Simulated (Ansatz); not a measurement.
**BrGeH₃S (built from SMILES [SH][GeH2][Br]): search for a transition state**

Aim: find the saddle point of a 1,2-elimination that is to form Br2–H4 and break Ge1–Br2, S3–H4, prove it by its vibrations, and relax downhill on both sides to see what it joins.

Program: Ansatz 0.2.0, Gaussian basis. Level of theory: PBE0-D4, def2-SVP first, then def2-TZVP. These are calculated values, not measurements.

114 further runs of the same task are left out: 114 set aside as unsound or not needed.

## 1. Where the work starts

The guess: 6 atoms, charge 0, spin multiplicity 1.

Atoms are counted from 1 here; the program's logs count them from 0.

Bond lengths: Ge1–Br2 2.711 Å, Ge1–S3 2.104 Å, Ge1–H5 1.541 Å, Ge1–H6 1.541 Å, Br2–H4 1.588 Å. Angles: Br2–Ge1–S3 86.9°, Br2–Ge1–H5 96.8°, Br2–Ge1–H6 97.0°, S3–Ge1–H5 126.2°, S3–Ge1–H6 126.2°, H5–Ge1–H6 106.6°, Ge1–Br2–H4 61.0°.

Geometry (Å):

```mol
BrGeH3S
  3D, bonds by distance, orders not assigned

  6  5  0  0  0  0  0  0  0  0999 V2000
   -0.1434    0.5339    0.5566 Ge  0  0
   -0.6358   -1.3183   -1.3606 Br  0  0
    1.9016    0.2052    0.1887 S   0  0
    0.8703   -0.9578   -1.0078 H   0  0
   -1.0082    1.6575   -0.0471 H   0  0
   -0.9845   -0.1205    1.6702 H   0  0
  1  2  8  0
  1  3  8  0
  1  5  8  0
  1  6  8  0
  2  4  8  0
M  END
```

Distances that are to change: Br2–H4 1.59 Å, Ge1–Br2 2.71 Å, S3–H4 1.96 Å.

## 2. Constrained relaxation of the guess

Input file hold/in.yaml:

```yaml
crystal:
  periodic: [false, false, false]
  atoms:
    - {symbol: Ge, position_ang: [-0.143400, 0.533900, 0.556600]}
    - {symbol: Br, position_ang: [-0.635800, -1.318300, -1.360600]}
    - {symbol: S, position_ang: [1.901600, 0.205200, 0.188700]}
    - {symbol: H, position_ang: [0.870300, -0.957800, -1.007800]}
    - {symbol: H, position_ang: [-1.008200, 1.657500, -0.047100]}
    - {symbol: H, position_ang: [-0.984500, -0.120500, 1.670200]}
basis:
  gaussian: {orbitals: def2-SVP}
hamiltonian: {xc: pbe0, dispersion: d4}
relax: {f_tol: 0.04, max_steps: 150, escape_saddle: false, constraints: [{distance: [1, 3]}, {distance: [0, 1]}, {distance: [2, 3]}]}
```

Launch:

```sh
> ansatz run in.yaml --threads 4 --pin off --events-out ev --progress --plain --max-ram 9574MiB
```

Further steps of the session: A starting Hessian; Saddle search in the small basis; Saddle search in triple zeta; Checking the order of the point; Relaxing after a step of 0.30 Å one way along the mode; Relaxing after a step of 0.30 Å the other way along the mode.

Q: Predict the outcome of this session. Wanted: imaginary mode; barrier from the start side; barrier from the end side; energy of the step; pairs that change; zero-point energy at the saddle.

**Answer**, as computed:

```
                       quantity                                        value
                 imaginary mode                                    172i cm⁻¹
    barrier from the start side                                46.2 kcal/mol
      barrier from the end side                                 1.1 kcal/mol
             energy of the step                               +45.1 kcal/mol
              pairs that change  Br2–H4 formed, Ge1–Br2 broken, S3–H4 broken
zero-point energy at the saddle                                     0.611 eV
```

**Reading.** One imaginary mode, 172i cm⁻¹, makes this a first-order saddle. It joins the planned start and end. At PBE0-D4/def2-TZVP the electronic barrier is 46.2 kcal/mol, about 78 kT at 298 K, and the step runs 45.1 kcal/mol uphill. A step off the saddle overshot and began above it in energy, so the link to its end is likely but not proven. The ends are the nearest minima, not always the lowest complexes.
